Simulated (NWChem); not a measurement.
# A workflow on the pair ZnBH3O···SiH2O2

Aim: the energy (singlet ZnBSiH5O3, PBE0-D3(0)/6-31G*), then a single-point energy (singlet ZnBH3O, PBE0-D3(0)/6-31G*), then the energy (singlet SiH2O2, PBE0-D3(0)/6-31G*), then a single-point energy (singlet ZnBH3O, PBE0-D3(0)/6-31G*), then a single-point energy (singlet SiH2O2, PBE0-D3(0)/6-31G*) of BH5O3SiZn and its partners. 

The results are computed with NWChem 7.3.0.

### Step 1. The system as given

ZnBSiH5O3: 11 atoms, total charge 0, spin state singlet. The two molecules were placed rigidly side by side, at 0.9 times their contact distance; the pair isn't optimised.

Bond lengths: B1–Zn2 2.036 Å, Zn2–O3 1.783 Å, O7–Si8 1.642 Å, Si8–O9 1.663 Å, B1–H4 1.197 Å, B1–H5 1.197 Å, O3–H6 0.958 Å, O7–H10 0.964 Å, O9–H11 0.960 Å. Angles: B1–Zn2–O3 176.1°, O7–Si8–O9 99.4°, Zn2–B1–H4 122.1°, Zn2–B1–H5 121.9°, Zn2–O3–H6 118.1°, Si8–O7–H10 117.5°, Si8–O9–H11 116.1°, H4–B1–H5 116.0°.

### Step 2. The energy at PBE0-D3(0)/6-31G(d) (spherical functions) (run 1)

The input, struct.nw:

```
start struct
title "BH5O3SiZn PBE0"
memory stack 880 mb heap 220 mb global 1100 mb
charge 0
geometry units angstroms noautosym nocenter noautoz
  B     -1.105580     0.409400    -0.906520
  Zn     0.421120    -0.026500     0.368380
  O      1.765420    -0.289800     1.509980
  H     -1.663880    -0.437200    -1.543020
  H     -1.498480     1.529200    -1.064820
  H      2.081420    -1.185100     1.635980
  O      4.273730     0.848630     1.892570
  Si     4.466080     2.194000     2.814070
  O      6.081480     2.479510     2.542720
  H      5.047150     0.517230     1.422740
  H      6.455250     3.243720     2.987690
end
basis "ao basis" spherical bse
  * library 6-31G*
end
dft
  xc pbe0
  disp vdw 3
  grid fine
  convergence energy 1e-08
  iterations 100
  mulliken
  print low
end
task dft
```

On the command line:

```bash
$ nwchem struct.nw > struct.out
```

The program printed:

```text
[...]
 d= 0,ls=0.0,diis     1  -2321.1891679224 -2.72D+03  2.28D-02  1.78D+00     6.8
[...]
 d= 0,ls=0.0,diis    12  -2321.4184762845 -6.78D-10  2.20D-07  1.76D-09    58.1
         Total DFT energy =    -2321.418476284547
      One electron energy =    -4035.470768487016
           Coulomb energy =     1434.449721508076
    Exchange-Corr. energy =     -123.202160358775
 Nuclear repulsion energy =      402.808517752491
    Dispersion correction =       -0.003786699324
[...]
      Total Density - Mulliken Population Analysis
     ---------------------------------------------
    Atom       Charge   Shell Charges
 -----------   ------   -------------------------------------------------------
    1 B    5     5.14   2.00  0.59  1.32  0.58  0.63  0.03
    2 Zn  30    29.48   2.00  2.00  6.00  2.00  6.00  0.81  0.53  0.20  0.11  6.76  3.06  0.01
    3 O    8     8.83   2.00  0.90  2.87  1.00  2.05  0.02
    4 H    1     0.98   0.51  0.47
    5 H    1     0.98   0.51  0.47
    6 H    1     0.58   0.48  0.11
    7 O    8     8.69   2.00  0.91  2.91  0.94  1.91  0.02
    8 Si  14    13.44   2.00  2.00  5.96  1.09  1.22  0.68  0.26  0.22
    9 O    8     8.74   2.00  0.90  2.92  0.95  1.96  0.02
   10 H    1     0.57   0.46  0.11
[...]
```

Wall time 59 s (1 thread of Intel Xeon Platinum 8259CL at 2.50GHz (Skylake/Cascade Lake), shared host); peak memory 0.13 GiB.

### Step 3. ZnBH3O: the energy at PBE0-D3(0)/6-31G(d) (spherical functions) (run 2)

The input, nw.nw:

```
start nw
title "BH3OZn"
memory stack 880 mb heap 220 mb global 1100 mb

geometry units angstroms noautosym nocenter noautoz
B    -1.105580    0.409400   -0.906520
Zn    0.421120   -0.026500    0.368380
O     1.765420   -0.289800    1.509980
H    -1.663880   -0.437200   -1.543020
H    -1.498480    1.529200   -1.064820
H     2.081420   -1.185100    1.635980
end

basis spherical bse
B library 6-31G*
Zn library 6-31G*
O library 6-31G*
H library 6-31G*
end

dft
xc pbe0
disp vdw 3
grid fine
convergence energy 1e-08
maxiter 100
mulliken
print low
end

task dft energy
```

On the command line:

```bash
$ nwchem nw.nw > nw.out
```

The program printed:

```text
[...]
 d= 0,ls=0.0,diis     1  -1880.4071678018 -2.03D+03  3.36D-02  9.06D-01     2.9
[...]
 d= 0,ls=0.0,diis    11  -1880.5388598224 -1.24D-09  6.00D-07  4.49D-09    20.3
         Total DFT energy =    -1880.538859822351
      One electron energy =    -2910.808669667470
           Coulomb energy =      969.580668009322
    Exchange-Corr. energy =      -84.584172409760
 Nuclear repulsion energy =      145.275231172929
    Dispersion correction =       -0.001916927373
[...]
      Total Density - Mulliken Population Analysis
     ---------------------------------------------
    Atom       Charge   Shell Charges
 -----------   ------   -------------------------------------------------------
    1 B    5     5.14   2.00  0.59  1.31  0.58  0.63  0.03
    2 Zn  30    29.47   2.00  2.00  6.00  2.00  6.00  0.81  0.52  0.19  0.11  6.77  3.06  0.01
    3 O    8     8.85   2.00  0.89  2.87  1.00  2.07  0.02
    4 H    1     0.98   0.51  0.47
    5 H    1     0.97   0.51  0.46
    6 H    1     0.58   0.48  0.11
[...]
```

Run time: 21 s. Hardware: 1 thread of Intel Xeon Platinum 8259CL at 2.50GHz (Skylake/Cascade Lake), shared host; peak memory 0.12 GiB.

### Step 4. SiH2O2: the energy at PBE0-D3(0)/6-31G(d) (spherical functions) (run 3)

The input, test.nw:

```
start test
title "H2O2Si"
memory stack 880 mb heap 220 mb global 1100 mb
charge 0
geometry noautosym nocenter noautoz
  O        4.273730       0.848630       1.892570
  Si       4.466080       2.194000       2.814070
  O        6.081480       2.479510       2.542720
  H        5.047150       0.517230       1.422740
  H        6.455250       3.243720       2.987690
end
basis spherical bse
  * library 6-31G*
end
dft
  xc pbe0
  disp vdw 3
  grid fine
  convergence energy 1e-08
  maxiter 100
  mulliken
  print low
end
task dft energy
```

On the command line:

```bash
$ nwchem test.nw > test.out
```

The program printed:

```text
[...]
 d= 0,ls=0.0,diis     1   -440.7973438506 -5.44D+02  2.24D-02  8.03D-01     1.0
[...]
 d= 0,ls=0.0,diis     8   -440.8835606070 -1.17D-09  4.06D-06  9.67D-08     5.7
         Total DFT energy =     -440.883560606998
      One electron energy =     -816.112866407148
           Coulomb energy =      310.207213290299
    Exchange-Corr. energy =      -38.623576907128
 Nuclear repulsion energy =      103.646182488678
    Dispersion correction =       -0.000513071699
[...]
      Total Density - Mulliken Population Analysis
     ---------------------------------------------
    Atom       Charge   Shell Charges
 -----------   ------   -------------------------------------------------------
    1 O    8     8.71   2.00  0.90  2.92  0.94  1.94  0.02
    2 Si  14    13.43   2.00  2.00  5.96  1.10  1.22  0.68  0.26  0.22
    3 O    8     8.74   2.00  0.90  2.92  0.95  1.96  0.02
    4 H    1     0.56   0.46  0.10
    5 H    1     0.56   0.47  0.09
[...]
```

Wall time 6.3 s (1 thread of Intel Xeon Platinum 8259CL at 2.50GHz (Skylake/Cascade Lake), shared host); peak memory 0.12 GiB.

### Step 5. ZnBH3O among ghost functions: the energy at PBE0-D3(0)/6-31G(d) (spherical functions, with ghost functions) (run 4)

The input, mol.nw:

```
start mol
title "BH3OZn PBE0"
memory 2200 mb
geometry noautosym nocenter noautoz
  B       -1.105580       0.409400      -0.906520
  Zn       0.421120      -0.026500       0.368380
  O        1.765420      -0.289800       1.509980
  H       -1.663880      -0.437200      -1.543020
  H       -1.498480       1.529200      -1.064820
  H        2.081420      -1.185100       1.635980
  bqO      4.273730     0.848630     1.892570
  bqSi     4.466080     2.194000     2.814070
  bqO      6.081480     2.479510     2.542720
  bqH      5.047150     0.517230     1.422740
  bqH      6.455250     3.243720     2.987690
end
basis "ao basis" spherical bse
  B library 6-31G*
  Zn library 6-31G*
  O library 6-31G*
  H library 6-31G*
  bqO library O 6-31G*
  bqSi library Si 6-31G*
  bqH library H 6-31G*
end
dft
  xc pbe0
  disp vdw 3
  grid fine
  convergence energy 1e-08
  iterations 100
  mulliken
  print low
end
task dft
```

On the command line:

```bash
$ nwchem mol.nw > mol.out
```

The program printed:

```text
[...]
 d= 0,ls=0.0,diis     1  -1880.4088095029 -2.03D+03  1.91D-02  9.02D-01    10.0
[...]
 d= 0,ls=0.0,diis    11  -1880.5401508307 -1.16D-09  3.34D-07  4.19D-09    54.2
         Total DFT energy =    -1880.540150830661
      One electron energy =    -2910.756652960596
           Coulomb energy =      969.524426097837
    Exchange-Corr. energy =      -84.581238213459
 Nuclear repulsion energy =      145.275231172929
    Dispersion correction =       -0.001916927373
[...]
      Total Density - Mulliken Population Analysis
     ---------------------------------------------
    Atom       Charge   Shell Charges
 -----------   ------   -------------------------------------------------------
    1 B    5     5.14   2.00  0.59  1.31  0.58  0.63  0.03
    2 Zn  30    29.46   2.00  2.00  6.00  2.00  6.00  0.81  0.53  0.19  0.10  6.77  3.06  0.01
    3 O    8     8.85   2.00  0.89  2.87  1.00  2.07  0.02
    4 H    1     0.98   0.51  0.47
    5 H    1     0.97   0.51  0.46
    6 H    1     0.58   0.48  0.10
    7 X    0     0.00  -0.00 -0.00 -0.00  0.00  0.00  0.00
    8 X    0     0.01  -0.00 -0.00 -0.00 -0.00 -0.00  0.00  0.01 -0.00
    9 X    0    -0.00   0.00  0.00 -0.00 -0.00 -0.00 -0.00
   10 X    0     0.00  -0.00  0.00
[...]
```

It took 55 s on 1 thread of Intel Xeon Platinum 8259CL at 2.50GHz (Skylake/Cascade Lake), shared host; peak memory 0.13 GiB.

### Step 6. SiH2O2 among ghost functions: a single-point energy at PBE0-D3(0)/6-31G(d) (spherical functions, with ghost functions) (run 5)

The input, h2o2si.nw:

```
start h2o2si
memory 2200 mb

geometry units angstrom noautosym nocenter noautoz
  O      4.273730     0.848630     1.892570
  Si     4.466080     2.194000     2.814070
  O      6.081480     2.479510     2.542720
  H      5.047150     0.517230     1.422740
  H      6.455250     3.243720     2.987690
  bqB     -1.105580     0.409400    -0.906520
  bqZn     0.421120    -0.026500     0.368380
  bqO      1.765420    -0.289800     1.509980
  bqH     -1.663880    -0.437200    -1.543020
  bqH     -1.498480     1.529200    -1.064820
  bqH      2.081420    -1.185100     1.635980
end

basis spherical bse
  O library 6-31G*
  Si library 6-31G*
  H library 6-31G*
  bqB library B 6-31G*
  bqZn library Zn 6-31G*
  bqO library O 6-31G*
  bqH library H 6-31G*
end

dft
  xc pbe0
  disp vdw 3
  grid fine
  convergence energy 1e-08
  maxiter 100
  mulliken
  noprint "final vectors analysis"
end

task dft energy
```

On the command line:

```bash
$ nwchem h2o2si.nw > h2o2si.out
```

The program printed:

```text
[...]
          Wavefunction type:  closed shell.
          No. of atoms     :    11
          No. of electrons :    32
[...]
          Charge           :     0
          Spin multiplicity:     1
[...]
          AO basis - number of functions:   118
[...]
              XC Information
              --------------
                         PBE0 Method XC Functional
                     Hartree-Fock (Exact) Exchange  0.250
          PerdewBurkeErnzerhof Exchange Functional  0.750
            Perdew 1991 LDA Correlation Functional  1.000 local
           PerdewBurkeErnz. Correlation Functional  1.000 non-local
[...]
 d= 0,ls=0.0,diis     1   -440.7985454385 -5.44D+02  9.48D-03  8.01D-01     5.3
[...]
 d= 0,ls=0.0,diis     8   -440.8847053125 -2.12D-09  1.67D-06  8.29D-08    35.0
         Total DFT energy =     -440.884705312493
      One electron energy =     -816.073702449310
           Coulomb energy =      310.163357880014
    Exchange-Corr. energy =      -38.620030160177
 Nuclear repulsion energy =      103.646182488678
    Dispersion correction =       -0.000513071699
[...]
      Total Density - Mulliken Population Analysis
     ---------------------------------------------
    Atom       Charge   Shell Charges
 -----------   ------   -------------------------------------------------------
    1 O    8     8.71   2.00  0.90  2.92  0.94  1.93  0.02
    2 Si  14    13.42   2.00  2.00  5.96  1.10  1.22  0.68  0.25  0.22
    3 O    8     8.74   2.00  0.90  2.92  0.95  1.96  0.02
    4 H    1     0.56   0.46  0.10
    5 H    1     0.55   0.47  0.09
    6 X    0    -0.00  -0.00 -0.00 -0.00 -0.00 -0.00 -0.00
    7 X    0     0.01  -0.00 -0.00 -0.00 -0.00  0.00 -0.00 -0.00  0.00  0.01  0.00 -0.00 -0.00
    8 X    0     0.00  -0.00 -0.00 -0.00  0.00  0.00  0.00
    9 X    0    -0.00  -0.00 -0.00
   10 X    0    -0.00  -0.00 -0.00
[...]
```

Run time: 36 s. Hardware: 1 thread of Intel Xeon Platinum 8259CL at 2.50GHz (Skylake/Cascade Lake), shared host; peak memory 0.13 GiB.

### Step 7. Results

| quantity | value |
| --- | --- |
| run 1, PBE0-D3(0)/6-31G*: total energy | -2321.41848 Eh |
| run 1, PBE0-D3(0)/6-31G*: dispersion energy | -9.94 kJ/mol |
| ZnBH3O: total energy | -1880.53886 Eh |
| ZnBH3O: dispersion energy | -5.03 kJ/mol |
| SiH2O2: total energy | -440.88356 Eh |
| SiH2O2: dispersion energy | -1.35 kJ/mol |
| ZnBH3O among ghost functions: total energy | -1880.54015 Eh |
| ZnBH3O among ghost functions: dispersion energy | -5.03 kJ/mol |
| SiH2O2 among ghost functions: total energy | -440.88471 Eh |
| SiH2O2 among ghost functions: dipole moment | 2.13 D |
| SiH2O2 among ghost functions: dispersion energy | -1.35 kJ/mol |
| interaction energy of the rigid parts ZnBH3O and SiH2O2 (parts in their own basis; closest atoms 2.78 Å apart) | 0.107 eV |
| interaction energy of the rigid parts ZnBH3O and SiH2O2 (parts in the whole basis, counterpoise; closest atoms 2.78 Å apart) | 0.174 eV |

In words: The interaction energy of the rigid parts ZnBH3O and SiH2O2 (parts in their own basis; closest atoms 2.78 Å apart) is 0.11 eV (2.5 kcal/mol): the parts repel at this shape. Without counterpoise this holds the superposition error of the basis. The interaction energy of the rigid parts ZnBH3O and SiH2O2 (parts in the whole basis, counterpoise; closest atoms 2.78 Å apart) is 0.17 eV (4.0 kcal/mol): the parts repel at this shape. The basis-set superposition error is 6.4 kJ/mol. Mulliken charges (run 1, PBE0-D3(0)/6-31G*) run from -0.83 on O3 to +0.56 on Si8; they depend strongly on the basis. Mulliken charges (ZnBH3O) run from -0.85 on O3 to +0.53 on Zn2; they depend strongly on the basis.
